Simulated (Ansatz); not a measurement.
# RhN (zincblende): other levels of theory at one geometry

The task here is to estimate one member of a computed series from the others.

Program: Ansatz 0.2.0. Level of theory: DFT at several levels, plane waves, PAW. These are calculated values, not measurements.

1 further run of the same task is left out (set aside as unsound or not needed). Runs told in other sessions of the task aren't counted.

**Starting point**

The structure is cubic, space group F-43m (No. 216). Conventional cell: a = 4.599 Å, b = 4.599 Å, c = 4.599 Å, α = 90.00°, β = 90.00°, γ = 90.00°. Rh (site symmetry -43m) has 4 N at 1.99 Å in its first shell of neighbours. Around N (site symmetry -43m) lie 4 Rh at 1.99 Å.

Coordinates:

```cif
data_structure
_symmetry_space_group_name_H-M 'F-43m'
_symmetry_Int_Tables_number 216
_cell_length_a 4.5992
_cell_length_b 4.5992
_cell_length_c 4.5992
_cell_angle_alpha 90.000
_cell_angle_beta 90.000
_cell_angle_gamma 90.000
_cell_volume 97.29
loop_
_atom_site_label
_atom_site_type_symbol
_atom_site_symmetry_multiplicity
_atom_site_Wyckoff_symbol
_atom_site_fract_x
_atom_site_fract_y
_atom_site_fract_z
_atom_site_occupancy
Rh1 Rh 4 a 0.00000 0.00000 0.00000 1
N1 N 4 d 0.25000 0.25000 0.75000 1
```

An earlier run at PBE left this cell at 12.161 Å³/atom and 0.00 GPa (12×12×12 mesh), no gap.

Levels to run: PBE+SOC; r²SCAN; PBEsol; LDA. Hardware: 2 threads of Arm Neoverse V1, shared host.

Set-up of the first run:

The input, input.yaml:

```yaml
crystal:
  lattice:
    - [0.0, 2.2995982485, 2.2995982485]
    - [2.2995982485, 0.0, 2.2995982485]
    - [2.2995982485, 2.2995982485, 0.0]
  atoms:
    - { symbol: Rh, position: [0.0, 0.0, 0.0] }
    - { symbol: "N", position: [0.25, 0.25, 0.25] }
basis:
  ecutwfc: 420
  ecutrho_ratio: 4
kpoints:
  mp_grid: { grid: [12, 12, 12] }
hamiltonian:
  xc: pbe
scf:
  occupations: { method: gaussian, width: 0.05 }
output:
  forces: true
  stress: true
  eigenvalues: true
  populations: true
  dos: { projected: true, de: 0.02 }
  write_density: true
  write_potential: true
  elf: true
  volumetric_format: npy
magnetization:
  noncollinear: true
  spin_orbit: true
```

Run with:

```
$ ansatz run input.yaml --threads 2 --pin off --max-ram 2662MiB --backend cpu --events-out ev --progress --plain --runs-dir out
```

Among the steps run: PBE+SOC; r²SCAN; PBEsol; LDA.

One of the session's tables, all rows but one given; the rest of the session is left out.

```
  level  pressure (GPa)
    PBE             0.0
    LDA           -13.6
 PBEsol            -8.4
PBE+SOC             0.0
 r²SCAN               ?
```

Q: Estimate the row for r²SCAN from the others.

As computed: pressure (GPa): -3.8. In the column «pressure (GPa)» it lies between PBEsol (-8.4) and PBE (0.0).

The pressure runs from -13.6 GPa (LDA) to 0.0 GPa (PBE); a negative pressure means that level wants a smaller cell, a positive one a larger cell. Total energies of different levels have different zeros and can't be compared.
